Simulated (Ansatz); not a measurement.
**CHGeSi (sextet): from Hartree-Fock to the top rungs, cc-pVDZ**

The task here is to estimate one member of a computed series from the others.

The runs use Ansatz 0.2.0, Gaussian basis; cc-pVDZ, core rule «outside noble gas», up to 20 orbitals frozen.

To be run: UHF; CCSD(T) on ROHF; CCSD(T) on UHF; BCCD(T) on ROHF; CISD as a restricted active space (open shells left free, so some higher excitations enter); CCSDT(Q) on ROHF; CCSDT(Q) on UHF; CASSCF and MRCISD+Q, 13 electrons in 11 orbitals; CASSCF and NEVPT2, 13 electrons in 11 orbitals.

22 further runs of the same task are left out: 7 that didn't finish, 15 set aside as unsound or not needed. Runs told in other sessions of the task aren't counted.

## The system

The geometry is a PBE0/def2-TZVP stationary point (not a proven minimum) of the parent state, kept for this charge and spin. No spin-orbit coupling is included. The filled d shell of Ge may be among the frozen orbitals whatever the setting's name suggests.

4 atoms, charge 0, spin multiplicity 6.

Atoms are counted from 1 here; the program's logs count them from 0.

Bond lengths: C1–Si2 1.737 Å, Si2–Ge3 2.247 Å, Si2–H4 1.700 Å, Ge3–H4 1.787 Å. Angles: C1–Si2–Ge3 161.9°, C1–Si2–H4 110.3°, Ge3–Si2–H4 51.6°, Si2–Ge3–H4 48.2°, Si2–H4–Ge3 80.2°.

Set-up of the first run:

Input file in.yaml:

```yaml
crystal:
  periodic: [false, false, false]
  atoms:
    - {symbol: C, position_ang: [0.000000, 0.201284, 2.951795]}
    - {symbol: Si, position_ang: [0.000000, -0.185302, 1.258644]}
    - {symbol: Ge, position_ang: [0.000000, 0.021187, -0.979275]}
    - {symbol: H, position_ang: [0.000000, 1.237918, 0.329124]}
basis:
  gaussian: {orbitals: cc-pVDZ}
magnetization: {spin_polarized: true, initial_magnetization: 5}
hamiltonian: {xc: hf}
output: {orbitals: {seedname: orbitals}}
```

The run is started by

```
$ ansatz run in.yaml --threads 1 --pin off --events-out ev --progress --plain --max-ram 2393MiB
```

Steps of the session up to this table: UHF; CCSD(T) on ROHF; CCSD(T) on UHF; BCCD(T) on ROHF; CISD as a restricted active space (open shells left free, so some higher excitations enter); CCSDT(Q) on ROHF; CCSDT(Q) on UHF; CASSCF and MRCISD+Q, 13 electrons in 11 orbitals; CASSCF and NEVPT2, 13 electrons in 11 orbitals.

One of the session's tables, all rows but one given; the rest of the session is left out.

It belongs to the step «Misses and costs». 

```
           method  from RCCSDT(Q) (kJ/mol)
             ROHF                   +709.4
              UHF                   +687.6
             RMP2                   +157.8
             UMP2                   +166.2
             CISD                   +112.7
            RCCSD                        ?
            UCCSD                    +40.1
         RCCSD(T)                     +9.9
         UCCSD(T)                     +9.6
          BCCD(T)                     +9.1
           RCCSDT                     +2.8
           UCCSDT                     +2.2
        RCCSDT(Q)                        0
        UCCSDT(Q)                     -0.8
  CASSCF frontier                   +599.7
  NEVPT2 frontier                   +158.3
  MRCISD frontier                    +79.3
MRCISD+Q frontier                    +17.7
```

**Question.** Estimate the row for RCCSD.

**Answer.** from RCCSDT(Q) (kJ/mol): +41.2. In the column «from RCCSDT(Q) (kJ/mol)» it lies between UCCSD (+40.1) and MRCISD frontier (+79.3).

The ROHF row is the lowest such solution found; the determinant under the restricted MP2 and coupled-cluster rows lies 0.09 eV higher.

Caveats from the session: Warnings: coupled cluster took another determinant than the lowest; large T1 diagnostic. Restricted and unrestricted rows rest on different reference determinants; a gap between their highest levels can come from leftover correlation error, from unlike frozen cores or from another state.
